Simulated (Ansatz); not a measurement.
Write a Python script for Ansatz's Python interface that makes a ladder of methods at one geometry of CH7BBrP, SMILES C[B@@H-]([PH3+])Br. Level of theory (for the species named): PBE0, def2-SVP basis, multiplicity 1. The script varies functional: pbe0, blyp, hse06, r2scan0, revpbe.

```json
{"atom": "C", "x (Å)": "-1.1720", "y (Å)": "-0.7835", "z (Å)": "0.2942"}
{"atom": "B", "x (Å)": "-0.4022", "y (Å)": "0.5716", "z (Å)": "-0.0715"}
{"atom": "P", "x (Å)": "1.4711", "y (Å)": "0.2793", "z (Å)": "-0.0533"}
{"atom": "Br", "x (Å)": "-0.9586", "y (Å)": "1.2022", "z (Å)": "-1.8989"}
{"atom": "H", "x (Å)": "-0.8715", "y (Å)": "-1.1263", "z (Å)": "1.3063"}
{"atom": "H", "x (Å)": "-0.9284", "y (Å)": "-1.5730", "z (Å)": "-0.4474"}
{"atom": "H", "x (Å)": "-2.2671", "y (Å)": "-0.6032", "z (Å)": "0.2866"}
{"atom": "H", "x (Å)": "-0.6738", "y (Å)": "1.4111", "z (Å)": "0.7293"}
{"atom": "H", "x (Å)": "1.8654", "y (Å)": "-0.1515", "z (Å)": "1.2275"}
{"atom": "H", "x (Å)": "1.8019", "y (Å)": "-0.7059", "z (Å)": "-1.0029"}
{"atom": "H", "x (Å)": "2.1352", "y (Å)": "1.4793", "z (Å)": "-0.3699"}
```

`methods_ch7bbrp.py`:
```python
"""One geometry of CH7BBrP, method by method."""

from pathlib import Path

import ansatz
import numpy as np


def main() -> None:
    geometry_ang = [
        ("C", (-1.172, -0.7835, 0.2942)),
        ("B", (-0.4022, 0.5716, -0.0715)),
        ("P", (1.4711, 0.2793, -0.0533)),
        ("Br", (-0.9586, 1.2022, -1.8989)),
        ("H", (-0.8715, -1.1263, 1.3063)),
        ("H", (-0.9284, -1.573, -0.4474)),
        ("H", (-2.2671, -0.6032, 0.2866)),
        ("H", (-0.6738, 1.4111, 0.7293)),
        ("H", (1.8654, -0.1515, 1.2275)),
        ("H", (1.8019, -0.7059, -1.0029)),
        ("H", (2.1352, 1.4793, -0.3699)),
    ]
    mol = ansatz.Crystal.molecule()
    for symbol, xyz in geometry_ang:
        mol = mol.atom(symbol, xyz)

    job = mol.calculation().basis(gaussian="def2-SVP")

    print("functional    E (Ha)        dipole (D)   HOMO (eV)  LUMO (eV)")
    for name in ["pbe0", "blyp", "hse06", "r2scan0", "revpbe"]:
        r = job.functional(name).forces().orbitals().run(threads=1, backend="cpu", runs_dir="runs").report
        lines = Path(r["orbitals_path"]).read_text().splitlines()
        field_of = lambda key: [line.split("=")[1].strip() for line in lines if line.startswith(key)]
        orbitals = [(27.211386 * float(e), s, float(n)) for e, s, n in zip(field_of("Ene="), field_of("Spin="), field_of("Occup="))]
        homo = max(e for e, _, n in orbitals if n > 0.5)
        lumo = min(e for e, _, n in orbitals if n < 0.5)
        dipole = 4.803205 * np.linalg.norm(r["charge_distribution"]["dipole_moment_e_ang"])
        print(f"{name:10s} {r['free_energy_ev'] / 27.211386246:14.6f} {dipole:9.3f} {homo:11.3f} {lumo:10.3f}")


if __name__ == "__main__":
    main()
```

```console
$ python methods_ch7bbrp.py
functional    E (Ha)        dipole (D)   HOMO (eV)  LUMO (eV)
pbe0         -2981.711426     5.940      -6.693     -0.090
blyp         -2982.176515     5.625      -5.196     -0.935
hse06        -2981.703989     5.928      -6.295     -0.468
r2scan0      -2982.139425     6.058      -6.907      0.196
revpbe       -2981.914577     5.645      -5.385     -0.934
```

Total energies depend on the basis set; only differences at equal settings carry meaning. The geometry is a force-field or estimated start, not a minimum of this method, and the basis set is short of its limit. A lower total doesn't mark the better method: functionals have no common bound, and MP2 and coupled cluster aren't variational. Levels such as HOMO and LUMO are orbital energies: with these approximate functionals they aren't the ionisation energy and electron affinity, and their gap isn't the fundamental gap. hse06 follows the composition of plane-wave codes, whose totals differ by tens of mHa, up to about 0.1 Ha, from the form usual in Gaussian-basis programs (wpbeh). Run time: 32 s on 1 thread of Intel(R) Xeon(R) Platinum 8259CL CPU @ 2.50GHz (Skylake/Cascade Lake) (shared host), peak memory 0.35 GiB.
